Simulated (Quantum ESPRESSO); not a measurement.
# WAu (F-43m) in Quantum ESPRESSO: convergence with wavefunction cutoff

Aim: find how far wavefunction cutoff must go before the results for WAu settle, at PBEsol. This setting moves, with any that are tied to it; all else stays.

All numbers are computed with Quantum ESPRESSO 7.5; they aren't measurements. Logs are shortened: lines on timing, memory, paths and dates and some standing lists are left out, and cuts for length are marked.

**1. The crystal as given**

Symmetry: F-43m, No. 216, cubic system. Conventional cell: a = 5.818 Å, b = 5.818 Å, c = 5.818 Å, α = 90.00°, β = 90.00°, γ = 90.00°. Around W (site symmetry -43m) lie 4 Au at 2.52 Å. Au (site symmetry -43m) is surrounded by 4 W at 2.52 Å.

The cell was built by a generator and needn't be a form met in nature.

**2. With wavefunction cutoff 30 Ry**

Contents of pw.in:

```
&CONTROL
  calculation = 'scf'
  prefix = 'pwscf'
  outdir = './tmp'
  pseudo_dir = './pseudo'
  tprnfor = .true.
  tstress = .true.
  disk_io = 'nowf'
/
&SYSTEM
  ibrav = 0
  nat = 2
  ntyp = 2
  ecutwfc = 30
  nbnd = 24
  occupations = 'smearing'
  smearing = 'fd'
  degauss = 0.00734986
/
&ELECTRONS
  conv_thr = 4d-10
  electron_maxstep = 120
  mixing_beta = 0.5
/
ATOMIC_SPECIES
W    183.8400 W.upf
Au   196.9666 Au.upf
CELL_PARAMETERS angstrom
   0.0000000000    2.9092100000    2.9092100000
   2.9092100000    0.0000000000    2.9092100000
   2.9092100000    2.9092100000    0.0000000000
ATOMIC_POSITIONS crystal
W      0.0000000000    0.0000000000    0.0000000000
Au     0.7500000000    0.7500000000    0.7500000000
K_POINTS automatic
8 8 8 0 0 0
```

Potentials or basis: PseudoDojo 0.4 SR PBEsol stringent.

On the command line:

```
OMP_NUM_THREADS=1 pw.x -in pw.in > pw.out
```

pw.out:

```text
This program is part of the open-source Quantum ESPRESSO suite
     for quantum simulation of materials; please cite
[... 9 lines left out ...]
     --------------------
     sticks:   dense  smooth     PW     G-vecs:    dense   smooth      PW
     Sum         499     499    163                 7391     7391    1363

     Using Slab Decomposition

     bravais-lattice index     =            0
     lattice parameter (alat)  =       7.7748  a.u.
     unit-cell volume          =     332.3164 (a.u.)^3
     number of atoms/cell      =            2
     number of atomic types    =            2
     number of electrons       =        33.00
     number of Kohn-Sham states=           24
     kinetic-energy cutoff     =      30.0000  Ry
     charge density cutoff     =     120.0000  Ry
     scf convergence threshold =      4.0E-10
     mixing beta               =       0.5000
     number of iterations used =            8  plain     mixing
     Exchange-correlation= PBESOL
                           (   1   4  10   8   0   0   0)

     celldm(1)=   7.774795  celldm(2)=   0.000000  celldm(3)=   0.000000
     celldm(4)=   0.000000  celldm(5)=   0.000000  celldm(6)=   0.000000

     crystal axes: (cart. coord. in units of alat)
               a(1) = (   0.000000   0.707107   0.707107 )
               a(2) = (   0.707107   0.000000   0.707107 )
               a(3) = (   0.707107   0.707107   0.000000 )

     reciprocal axes: (cart. coord. in units 2 pi/alat)
               b(1) = ( -0.707107  0.707107  0.707107 )
               b(2) = (  0.707107 -0.707107  0.707107 )
               b(3) = (  0.707107  0.707107 -0.707107 )

     PseudoPot. # 1 for W  read from file:
     W.upf
     Pseudo is Norm-conserving + core correction, Zval = 14.0
     Generated using ONCVPSP code by D. R. Hamann
     Using radial grid of 1396 points,  8 beta functions with:
                l(1) =   0
                l(2) =   0
                l(3) =   1
                l(4) =   1
                l(5) =   2
                l(6) =   2
                l(7) =   3
                l(8) =   3

     PseudoPot. # 2 for Au read from file:
     Au.upf
     Pseudo is Norm-conserving + core correction, Zval = 19.0
     Generated using ONCVPSP code by D. R. Hamann
     Using radial grid of 1340 points,  7 beta functions with:
                l(1) =   0
                l(2) =   0
                l(3) =   1
                l(4) =   1
                l(5) =   2
                l(6) =   2
                l(7) =   3

     atomic species   valence    mass     pseudopotential
     W                14.00   183.84000     W ( 1.00)
     Au               19.00   196.96660     Au( 1.00)

     24 Sym. Ops. (no inversion) found

   Cartesian axes

     site n.     atom                  positions (alat units)
         1        W      tau(   1) = (   0.0000000   0.0000000   0.0000000  )
         2        Au     tau(   2) = (   1.0606602   1.0606602   1.0606602  )

     number of k points=    29  Fermi-Dirac smearing, width (Ry)=  0.0073
                       cart. coord. in units 2pi/alat
        k(    1) = (   0.0000000   0.0000000   0.0000000), wk =   0.0039062
        k(    2) = (   0.0883883   0.0883883  -0.0883883), wk =   0.0312500
        k(    3) = (   0.1767767   0.1767767  -0.1767767), wk =   0.0312500
        k(    4) = (   0.2651650   0.2651650  -0.2651650), wk =   0.0312500
        k(    5) = (  -0.3535534  -0.3535534   0.3535534), wk =   0.0156250
        k(    6) = (   0.1767767   0.0000000   0.0000000), wk =   0.0234375
[... 21 lines left out ...]
        k(   28) = (  -0.7071068   0.1767767  -0.0000000), wk =   0.0468750
        k(   29) = (  -0.7071068   0.3535534   0.0000000), wk =   0.0234375

     Dense  grid:     7391 G-vectors     FFT dimensions: (  27,  27,  27)

     Initial potential from superposition of free atoms

     starting charge      32.9994, renormalised to      33.0000
     Starting wfcs are   20 randomized atomic wfcs +    4 random wfcs

     Self-consistent Calculation

     iteration #  1     ecut=    30.00 Ry     beta= 0.50
     Davidson diagonalization with overlap
     ethr =  1.00E-02,  avg # of iterations =  5.5

     total energy              =    -444.83437752 Ry
     estimated scf accuracy    <       0.93898317 Ry

     iteration #  2     ecut=    30.00 Ry     beta= 0.50
     Davidson diagonalization with overlap
     ethr =  2.85E-03,  avg # of iterations =  2.0
[... 50 lines left out ...]
     total energy              =    -445.28154985 Ry
     estimated scf accuracy    <          8.4E-09 Ry

     iteration # 10     ecut=    30.00 Ry     beta= 0.50
     Davidson diagonalization with overlap
     ethr =  2.54E-11,  avg # of iterations =  2.0

     End of self-consistent calculation

          k = 0.0000 0.0000 0.0000 (   941 PWs)   bands (ev):

   -93.1224 -61.1469 -46.4589 -46.4589 -46.4589 -25.4726 -25.4726 -25.4726
     5.6771   7.0815   7.0815   7.2109   7.2109   7.2109  12.1345  12.1345
    12.1345  14.4108  14.4108  21.6877  23.9701  23.9963  23.9963  23.9963

          k = 0.0884 0.0884-0.0884 (   914 PWs)   bands (ev):

   -92.9472 -61.0928 -46.4578 -46.4578 -46.4566 -25.4615 -25.4615 -25.4597
     5.9331   7.0387   7.0387   7.2394   7.3641   7.3641  11.9188  12.1962
    12.1962  14.3920  14.3920  21.3096  22.1712  23.4418  23.4418  23.9023
[... 103 lines left out ...]
          k = 0.0000-0.5303 0.5303 (   929 PWs)   bands (ev):

   -93.0154 -61.1072 -46.4585 -46.4585 -46.4532 -25.4822 -25.4672 -25.4658
     6.6350   6.8667   7.0830   7.3216   7.7685   9.1708  10.9468  12.7504
    13.3818  14.1616  14.4724  15.3088  16.1081  17.6861  22.6509  25.3031

          k =-0.7071 0.0000 0.0000 (   934 PWs)   bands (ev):

   -93.0503 -61.1180 -46.4585 -46.4585 -46.4542 -25.4935 -25.4646 -25.4646
     6.6182   6.9078   7.1853   7.1853   7.8484   9.3184  10.1671  13.2782
    14.1732  14.3342  14.3342  15.6477  16.2728  16.2728  22.2570  22.9372

          k = 0.3536 0.1768 0.0000 (   928 PWs)   bands (ev):

   -93.0172 -61.1092 -46.4583 -46.4582 -46.4548 -25.4763 -25.4671 -25.4644
     6.6716   6.8993   7.0674   7.3833   7.5152   7.6282  11.2273  12.5582
    12.5951  13.9933  14.4133  18.0135  18.8950  20.6822  22.6789  23.7457
[... 25 lines left out ...]
          k = 0.0000-0.3536 0.5303 (   928 PWs)   bands (ev):

   -93.0122 -61.1068 -46.4587 -46.4583 -46.4535 -25.4824 -25.4689 -25.4625
     6.7101   6.8379   6.9665   7.4739   7.6628   8.9125  11.5769  11.9325
    13.1102  14.2026  14.6863  15.4537  16.4082  18.2884  23.4881  25.6120

          k =-0.7071 0.1768-0.0000 (   922 PWs)   bands (ev):

   -92.9726 -61.0940 -46.4580 -46.4579 -46.4531 -25.4851 -25.4627 -25.4591
     6.6673   6.8182   7.1090   7.3780   7.8037   9.2903  10.5856  12.7970
    13.9750  14.4143  14.7195  15.0894  16.0070  16.6980  23.2767  23.6775

          k =-0.7071 0.3536 0.0000 (   932 PWs)   bands (ev):

   -93.0377 -61.1145 -46.4590 -46.4584 -46.4537 -25.4858 -25.4740 -25.4604
     6.6974   6.7320   6.9900   7.5990   7.6255   9.2389  11.4320  11.8372
    13.8652  14.5203  14.7804  15.1834  15.5501  16.8561  25.1430  25.1662

     the Fermi energy is    12.9352 ev

!    total energy              =    -445.28154985 Ry
     estimated scf accuracy    <          1.4E-10 Ry
     smearing contrib. (-TS)   =      -0.00521178 Ry
     internal energy E=F+TS    =    -445.27633807 Ry

     The total energy is F=E-TS. E is the sum of the following terms:
     one-electron contribution =    -199.11418274 Ry
     hartree contribution      =     107.45991416 Ry
     xc contribution           =     -82.55900423 Ry
     ewald contribution        =    -271.06306526 Ry

     convergence has been achieved in  10 iterations

     Forces acting on atoms (cartesian axes, Ry/au):

     atom    1 type  1   force =    -0.00000000   -0.00000000    0.00000000
     atom    2 type  2   force =     0.00000000    0.00000000   -0.00000000

     Total force =     0.000000     Total SCF correction =     0.000000

     Computing stress (Cartesian axis) and pressure

          total   stress  (Ry/bohr**3)                   (kbar)     P=    -1209.40
  -0.00822132  -0.00000000  -0.00000000        -1209.40       -0.00       -0.00
  -0.00000000  -0.00822132   0.00000000           -0.00    -1209.40        0.00
  -0.00000000  -0.00000000  -0.00822132           -0.00       -0.00    -1209.40

=------------------------------------------------------------------------------=
   JOB DONE.
=------------------------------------------------------------------------------=
```

It took 12 s on 1 thread of Arm Neoverse V1, shared host; peak memory 0.05 GiB.

Results:

```yaml
Free_energy: -6058.3641 eV
Pressure: -120.9 GPa
Band_gap_on_the_k_mesh: none (metal or under the smearing width)
```

**3. With wavefunction cutoff 38 Ry**

Changes to pw.in since step 2:

```diff
@@ -13,3 +13,3 @@
   ntyp = 2
-  ecutwfc = 30
+  ecutwfc = 38
   nbnd = 24
```

Potentials or basis: PseudoDojo 0.4 SR PBEsol stringent.

On the command line:

```
OMP_NUM_THREADS=1 pw.x -in pw.in > pw.out
```

Run time: 13 s. Hardware: 1 thread of Arm Neoverse V1, shared host; peak memory 0.05 GiB.

Results:

```
Free energy            : -6067.0855 eV
Pressure               : -53.8 GPa
Band gap on the k mesh : none (metal or under the smearing width)
```

**4. With wavefunction cutoff 46 Ry**

Changes to pw.in since step 3:

```diff
@@ -13,3 +13,3 @@
   ntyp = 2
-  ecutwfc = 38
+  ecutwfc = 46
   nbnd = 24
```

On the command line:

```
OMP_NUM_THREADS=1 pw.x -in pw.in > pw.out
```

Run time: 25 s. Hardware: 1 thread of Arm Neoverse V1, shared host; peak memory 0.06 GiB.

Results:

```yaml
Free_energy: -6069.9574 eV
Pressure: -22.9 GPa
Band_gap_on_the_k_mesh: none (metal or under the smearing width)
```

**5. With wavefunction cutoff 53 Ry**

Changes to pw.in since step 4:

```diff
@@ -13,3 +13,3 @@
   ntyp = 2
-  ecutwfc = 46
+  ecutwfc = 53
   nbnd = 24
```

On the command line:

```
OMP_NUM_THREADS=1 pw.x -in pw.in > pw.out
```

Wall time 30 s (1 thread of Arm Neoverse V1, shared host); peak memory 0.07 GiB.

Results:

```
Free energy            : -6070.7231 eV
Pressure               : -11.1 GPa
Band gap on the k mesh : none (metal or under the smearing width)
```

**6. With wavefunction cutoff 61 Ry**

Changes to pw.in since step 5:

```diff
@@ -13,3 +13,3 @@
   ntyp = 2
-  ecutwfc = 53
+  ecutwfc = 61
   nbnd = 24
```

Potentials or basis: PseudoDojo 0.4 SR PBEsol stringent.

On the command line:

```
OMP_NUM_THREADS=1 pw.x -in pw.in > pw.out
```

Wall time 33 s (1 thread of Arm Neoverse V1, shared host); peak memory 0.09 GiB.

Results (log left out):

| Quantity | Value |
| --- | --- |
| Free energy | -6070.9469 eV |
| Pressure | -6.1 GPa |
| Band gap on the k mesh | none (metal or under the smearing width) |

**7. With wavefunction cutoff 68 Ry**

Changes to pw.in since step 6:

```diff
@@ -13,3 +13,3 @@
   ntyp = 2
-  ecutwfc = 61
+  ecutwfc = 68
   nbnd = 24
```

On the command line:

```
OMP_NUM_THREADS=1 pw.x -in pw.in > pw.out
```

It took 50 s on 1 thread of Arm Neoverse V1, shared host; peak memory 0.1 GiB.

The run converged. Its results:

```
Free energy            : -6070.9817 eV
Pressure               : -5.0 GPa
Band gap on the k mesh : none (metal or under the smearing width)
```

**8. With wavefunction cutoff 76 Ry**

Changes to pw.in since step 7:

```diff
@@ -13,3 +13,3 @@
   ntyp = 2
-  ecutwfc = 68
+  ecutwfc = 76
   nbnd = 24
```

On the command line:

```
OMP_NUM_THREADS=1 pw.x -in pw.in > pw.out
```

Wall time 52 s (1 thread of Arm Neoverse V1, shared host); peak memory 0.11 GiB.

Results (log left out):

- Free energy: -6070.9869 eV
- Pressure: -4.8 GPa
- Band gap on the k mesh: none (metal or under the smearing width)

**9. With wavefunction cutoff 91 Ry**

Changes to pw.in since step 8:

```diff
@@ -13,3 +13,3 @@
   ntyp = 2
-  ecutwfc = 76
+  ecutwfc = 91
   nbnd = 24
```

Potentials or basis: PseudoDojo 0.4 SR PBEsol stringent.

On the command line:

```
OMP_NUM_THREADS=1 pw.x -in pw.in > pw.out
```

It took 63 s on 1 thread of Arm Neoverse V1, shared host; peak memory 0.14 GiB.

Results (log left out):

```yaml
Free_energy: -6070.9883 eV
Pressure: -4.8 GPa
Band_gap_on_the_k_mesh: none (metal or under the smearing width)
```

**10. With wavefunction cutoff 114 Ry**

Changes to pw.in since step 9:

```diff
@@ -13,3 +13,3 @@
   ntyp = 2
-  ecutwfc = 91
+  ecutwfc = 114
   nbnd = 24
```

On the command line:

```
OMP_NUM_THREADS=1 pw.x -in pw.in > pw.out
```

It took 1.9 min on 1 thread of Arm Neoverse V1, shared host; peak memory 0.19 GiB.

Results (log left out):

| Property | Result |
| --- | --- |
| Free energy | -6070.9898 eV |
| Pressure | -4.8 GPa |
| Band gap on the k mesh | none (metal or under the smearing width) |

**11. Summary**

| wavefunction cutoff | energy less the tightest run, at zero smearing (meV/atom) | pressure (GPa) | SCF cycles | CPU time (s) | peak memory (GiB) |
| --- | --- | --- | --- | --- | --- |
| 30 Ry | 6312.62 | -120.94 | 10 | 12 | 0.05 |
| 38 Ry | 1952.08 | -53.82 | 11 | 13 | 0.05 |
| 46 Ry | 516.18 | -22.91 | 11 | 25 | 0.06 |
| 53 Ry | 133.34 | -11.07 | 11 | 30 | 0.07 |
| 61 Ry | 21.43 | -6.14 | 11 | 33 | 0.09 |
| 68 Ry | 4.06 | -5.03 | 11 | 50 | 0.1 |
| 76 Ry | 1.44 | -4.83 | 11 | 52 | 0.11 |
| 91 Ry | 0.72 | -4.82 | 11 | 63 | 0.14 |
| 114 Ry | 0.00 | -4.84 | 11 | 110 | 0.19 |

Against the tightest run, the energy stays within 1 meV/atom from 91 Ry on; the pressure stays within 0.1 GPa from 76 Ry on. The tightest run that finished is the yardstick and may itself not be fully converged.
